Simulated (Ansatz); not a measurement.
# AlGeSi: the cost of one run

Computed with Ansatz 0.2.0, Gaussian basis. Level: cc-pVTZ, core rule «outside noble gas», up to 24 orbitals frozen.

To be run: UHF; CCSD(T) on ROHF; CCSD(T) on UHF; BCCD(T) on ROHF; CCSDT(Q) on ROHF; CCSDT(Q) on UHF.

4 further runs of the same task are left out: 2 for a known fault of the program, 2 set aside as unsound or not needed.

## (1) The system

The geometry is a PBE0/def2-TZVP stationary point (not a proven minimum) of the parent state, kept for this charge and spin. No spin-orbit coupling is included. The filled d shell of Ge may be among the frozen orbitals whatever the setting's name suggests; the logs give the count.

3 atoms, charge 0, spin multiplicity 2.

Atoms are counted from 1 here; the program's logs count them from 0.

Bond lengths: Al1–Ge2 2.513 Å, Al1–Si3 2.456 Å, Ge2–Si3 2.302 Å. Angles: Ge2–Al1–Si3 55.2°, Al1–Ge2–Si3 61.2°, Al1–Si3–Ge2 63.7°.

Coordinates:

```
atom   x (Å)    y (Å)    z (Å)
 Al1  0.0000   1.0745   1.4361
 Ge2  0.0000   0.1131  -0.8858
 Si3  0.0000  -1.3248   0.9114
```

## (2) UHF

Contents of in.yaml:

```yaml
crystal:
  periodic: [false, false, false]
  atoms:
    - {symbol: Al, position_ang: [0.000000, 1.074473, 1.436120]}
    - {symbol: Ge, position_ang: [0.000000, 0.113115, -0.885814]}
    - {symbol: Si, position_ang: [0.000000, -1.324798, 0.911389]}
basis:
  gaussian: {orbitals: cc-pVTZ}
magnetization: {spin_polarized: true, initial_magnetization: 1}
hamiltonian: {xc: hf}
output: {orbitals: {seedname: orbitals}}
```

Started as:

```
> ansatz run in.yaml --threads 1 --pin off --events-out ev --progress --plain --max-ram 2816MiB --backend cpu
```

What time and memory should one allow on 1 thread of AMD EPYC 7R13, shared host?

About 38 s, with a peak of 0.34 GiB.
